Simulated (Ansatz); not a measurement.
Relaxation of a periodic cell of 35 atoms, Si$_{12}$O$_{23}$ (host SiO2, host structure P3_121, one O atom removed), to a largest force component of 0.03 eV/Å in at most 60 steps.

All numbers below come from DFT PBE, scalar-relativistic, plane waves, PAW in Ansatz. Settings: PAW set soft_1, cutoff 420 eV, k mesh 2x2x1, gaussian smearing 0.05 eV, no spin polarisation.

```xyz
35
Lattice="-2.4510 4.2452 5.3988 4.9019 0.0000 5.3988 4.9019 8.4903 0.0000" Properties=species:S:1:pos:R:3:forces:R:3
Si -0.153 4.266 7.192 -1.30 -0.90 1.02
Si 3.764 10.483 3.608 -0.73 1.69 1.29
Si 1.299 2.260 -0.003 0.45 0.46 -1.41
O 1.384 1.196 1.169 -0.20 -0.93 1.05
O 0.778 4.879 8.377 -0.43 -0.89 -0.49
O 2.710 2.476 4.784 3.65 0.92 -2.22
O 5.204 10.245 4.252 0.15 -0.35 -0.47
O 3.852 3.150 7.871 -1.84 -1.98 0.84
O 5.665 3.623 6.043 0.15 0.63 -0.08
Si 2.256 8.496 7.247 2.62 2.54 -2.19
Si 1.359 6.261 3.586 -5.23 -0.57 -0.76
Si 3.711 6.489 -0.006 -0.06 3.63 2.43
O 3.781 5.396 1.143 0.29 -1.87 1.86
O 3.249 9.095 8.418 -1.19 -1.81 -1.14
O 5.260 6.782 4.807 -1.60 -0.28 0.29
O 2.717 6.073 4.204 4.61 -1.07 1.94
O 6.264 7.345 7.842 -0.43 1.04 -0.83
Si 4.774 4.222 7.242 -0.42 2.81 -2.37
Si 3.723 2.029 3.557 0.54 -0.98 2.69
Si 3.694 6.543 5.421 3.25 -1.55 -1.38
O 3.836 5.457 6.583 0.17 -1.71 0.78
O 0.728 4.872 2.991 1.62 0.55 1.17
O 0.315 6.753 4.740 -0.28 0.14 0.42
O 2.726 6.007 9.640 -0.24 0.02 -0.22
O 3.854 3.096 2.407 -1.95 -0.81 0.18
O 3.213 7.881 6.024 -1.42 2.83 1.65
Si 7.225 8.493 7.243 0.59 -1.55 -3.62
Si 6.209 6.218 3.618 -0.13 1.79 0.49
Si 1.309 2.293 5.373 -2.46 -0.93 2.23
O 6.300 9.646 6.543 -0.11 -0.05 0.35
O 3.230 9.142 2.982 0.21 -0.97 0.28
O 2.744 10.984 4.815 1.15 0.11 -0.90
O 5.237 10.238 9.630 -1.07 -0.80 -1.79
O 6.218 7.318 2.413 0.86 1.00 -0.40
O 0.743 3.664 6.025 0.77 -0.16 -0.70
```

**Question.** Where does it end, and by what steps?

**Answer.** The run converged. Limits of this set-up: coarse k mesh, no spin, though dangling bonds at a vacancy may carry it, a small cell, in which the defect meets its images, a typed lattice constant that wasn't relaxed here. After 5 steps the energy has fallen by 2.619 eV; O30 moved furthest, 0.41 Å. Joined: Si12–Si27 (3.06 → 2.48 Å).

| step | energy less start (eV) | largest force component (eV/Å) | accepted |
| --- | --- | --- | --- |
| 0 | 0.0000 | 5.231 | yes |
| 1 | -1.7275 | 3.120 | yes |
| 2 | -2.5518 | 0.427 | yes |
| 3 | -2.6028 | 0.214 | yes |
| 4 | -2.6181 | 0.065 | yes |
| 5 | -2.6191 | 0.019 | yes |

```xyz
35
Lattice="-2.4510 4.2452 5.3988 4.9019 0.0000 5.3988 4.9019 8.4903 0.0000" Properties=species:S:1:pos:R:3
Si -0.153 4.222 7.232
Si 3.671 10.475 3.601
Si 1.312 2.316 -0.002
O 1.434 1.152 1.127
O 0.753 4.841 8.436
O 2.751 2.645 4.681
O 5.170 10.274 4.195
O 3.685 3.111 7.820
O 5.639 3.675 6.074
Si 2.317 8.551 7.219
Si 1.290 6.239 3.590
Si 3.701 6.687 0.174
O 3.799 5.495 1.299
O 3.283 9.083 8.425
O 5.168 6.769 4.811
O 2.721 5.964 4.296
O 6.353 7.243 7.720
Si 4.675 4.262 7.251
Si 3.757 2.026 3.572
Si 3.705 6.546 5.446
O 3.761 5.470 6.664
O 0.702 4.815 3.072
O 0.292 6.892 4.705
O 2.752 6.005 9.649
O 3.842 3.084 2.349
O 3.225 7.999 5.990
Si 7.414 8.294 7.034
Si 6.180 6.273 3.657
Si 1.335 2.207 5.341
O 6.480 9.395 6.276
O 3.264 9.057 2.890
O 2.717 11.027 4.820
O 5.187 10.409 9.747
O 6.173 7.373 2.453
O 0.823 3.501 6.165
```

Whether the end is a true minimum wasn't checked by a vibrational analysis.

Run time: 74 s on 2 threads of Intel(R) Xeon(R) Processor @ 2.50GHz (Skylake/Cascade Lake) (shared host), peak memory 0.95 GiB.
